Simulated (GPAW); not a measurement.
The system is CsLiCr2Te2S3.

```
Cs Li Cr Te S
1.0
     3.31929    1.91639    6.87982
    -3.31929    1.91639    6.87982
     0.00000   -3.83279    6.87982
Cs Li Cr Te S
1 1 2 2 3
Direct
  0.00000 0.00000 0.00000
  0.50000 0.50000 0.50000
  0.79848 0.79848 0.79848
  0.20152 0.20152 0.20152
  0.67990 0.67990 0.67990
  0.32010 0.32010 0.32010
  0.13626 0.86374 0.50000
  0.50000 0.13626 0.86374
  0.86374 0.50000 0.13626
```

The cell was built by a generator and needn't be a form met in nature.

Base run:

- Program: GPAW 26.7.0
- Functional: PBE
- Potentials or basis: GPAW PAW data sets (gpaw-data 1.2.1)
- Cutoff: 800 eV
- Basis: pw
- k mesh: 4 × 4 × 4
- Occupations: fermi-dirac, width 0.05 eV
- Spin: collinear spin, ferromagnetic start
- Starting moments: [0.0, 0.0, 3.0, 3.0, 0.0, 0.0, 0.0, 0.0, 0.0] μB
- Hubbard terms: Cr d U = 2 eV

Its results: pressure 2.2 GPa; net moment 4.07 μB per cell; site moments Cs -0.01; Li +0.00; Cr +2.82; Te -0.35; S -0.15 μB; largest force 0.736 eV/Å.

**Question.** The run is repeated on the same cell with these changes: hubbard terms from Cr d U = 2 eV to Cr d U = 3 eV. What comes out?

**Answer.** Pressure 3.2 GPa; net moment 4.14 μB per cell; site moments Cs -0.01; Li +0.00; Cr +3.04; Te -0.39; S -0.19 μB; largest force 1.117 eV/Å.

Caveats: only a ferromagnetic start was run, and an antiferromagnetic order may lie lower in energy; forces of over 1 eV/Å show positions far from the minimum, so gaps and moduli don't describe the material at rest (some runs).

Not every run made on this cell is shown here.
